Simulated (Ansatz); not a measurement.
**C₂H₇BFNS: one species, many methods**

An exercise on one series of results from a longer session: the logs are not shown, and one member is left open.

Method: functionals in def2-TZVPP, the program's frozen cores in correlated methods; program: Ansatz 0.2.0, Gaussian basis.

The runs, in order: PBE-D4, r2SCAN-D4, PBE0-D4, B3LYP-D4, ωB97X-V, ωB97M-V, B2PLYP; CCSD(T)/def2-TZVPP; MP2/def2-QZVPP; extrapolation to the limit.

### The geometry

An earlier PBE0-D4 in a triple-zeta def2 set relaxation fixed the geometry.

SMILES `CN(C)B(F)S`, 13 atoms, charge 0, spin multiplicity 1.

Atoms are counted from 1 here; the program's logs count them from 0.

Bond lengths: C1–N2 1.445 Å, C1–H7 1.096 Å, C1–H8 1.088 Å, C1–H9 1.096 Å, N2–C3 1.441 Å, N2–B4 1.395 Å, C3–H10 1.096 Å, C3–H11 1.090 Å, C3–H12 1.096 Å, B4–F5 1.342 Å, B4–S6 1.830 Å, S6–H13 1.341 Å. Angles: N2–C1–H7 110.7°, N2–C1–H8 110.3°, N2–C1–H9 110.7°, H7–C1–H8 108.6°, H7–C1–H9 107.8°, H8–C1–H9 108.6°, C1–N2–C3 114.0°, C1–N2–B4 122.1°, C3–N2–B4 123.8°, N2–C3–H10 110.9°, N2–C3–H11 110.9°, N2–C3–H12 110.9°, H10–C3–H11 108.1°, H10–C3–H12 107.9°, H11–C3–H12 108.1°, N2–B4–F5 119.7°, N2–B4–S6 122.1°, F5–B4–S6 118.2° and more.

Set-up of the first run:

Contents of in.yaml:

```yaml
crystal:
  periodic: [false, false, false]
  atoms:
    - {symbol: C, position_ang: [0.354430, 1.023023, -1.175280]}
    - {symbol: N, position_ang: [-0.007854, 0.071456, -0.150524]}
    - {symbol: C, position_ang: [-1.026210, -0.865079, -0.552737]}
    - {symbol: B, position_ang: [0.588780, 0.076091, 1.110364]}
    - {symbol: F, position_ang: [1.530984, 0.988079, 1.396479]}
    - {symbol: S, position_ang: [0.130103, -1.130298, 2.407523]}
    - {symbol: H, position_ang: [-0.515366, 1.617434, -1.478183]}
    - {symbol: H, position_ang: [1.124993, 1.698382, -0.809078]}
    - {symbol: H, position_ang: [0.735186, 0.508985, -2.065449]}
    - {symbol: H, position_ang: [-1.948382, -0.342885, -0.832639]}
    - {symbol: H, position_ang: [-1.260808, -1.555523, 0.256936]}
    - {symbol: H, position_ang: [-0.696729, -1.453272, -1.416999]}
    - {symbol: H, position_ang: [0.990874, -0.636392, 3.309578]}
basis:
  gaussian: {orbitals: def2-TZVPP}
hamiltonian: {xc: pbe, dispersion: d4}
output: {forces: true, orbitals: {seedname: orbitals}}
```

Command:

```sh
$ ansatz run in.yaml --threads 2 --pin off --events-out ev --progress --plain --max-ram 32768MiB --backend cuda --devices 0, --max-vram 18GiB
```

Among the steps run: PBE-D4 (GGA); r2SCAN-D4 (meta-GGA); PBE0-D4 (hybrid); B3LYP-D4 (hybrid); ωB97X-V (range-separated); ωB97M-V (range-separated); B2PLYP (double hybrid); CCSD(T) in def2-TZVPP; MP2 in def2-QZVPP.

One table of the session follows, with a row left open; its other results are not shown here.

| method | atomisation energy (kJ/mol) |
| --- | --- |
| PBE-D4 | 5225.7 |
| r2SCAN-D4 | 5121.3 |
| PBE0-D4 | ? |
| B3LYP-D4 | 5113.1 |
| ωB97X-V | 5119.8 |
| ωB97M-V | 5130.2 |
| B2PLYP | 5055.9 |
| HF/def2-TZVPP | 3751.0 |
| MP2/def2-TZVPP | 5058.5 |
| CCSD/def2-TZVPP | 4890.2 |
| CCSD(T)/def2-TZVPP | 4965.2 |
| MP2/CBS | 5184.7 |
| CCSD(T)/CBS | 5091.4 |

Estimate the missing values for PBE0-D4.

The run gave: atomisation energy (kJ/mol): 5133.5. In the column «atomisation energy (kJ/mol)» it lies between ωB97M-V (5130.2) and MP2/CBS (5184.7).

Limits of these values: Free atoms (2 C, 1 N, 1 B, 1 F, 1 S, 7 H) were run apart at each level; the atomisation energy is their sum less the molecule, without zero-point or spin-orbit terms.
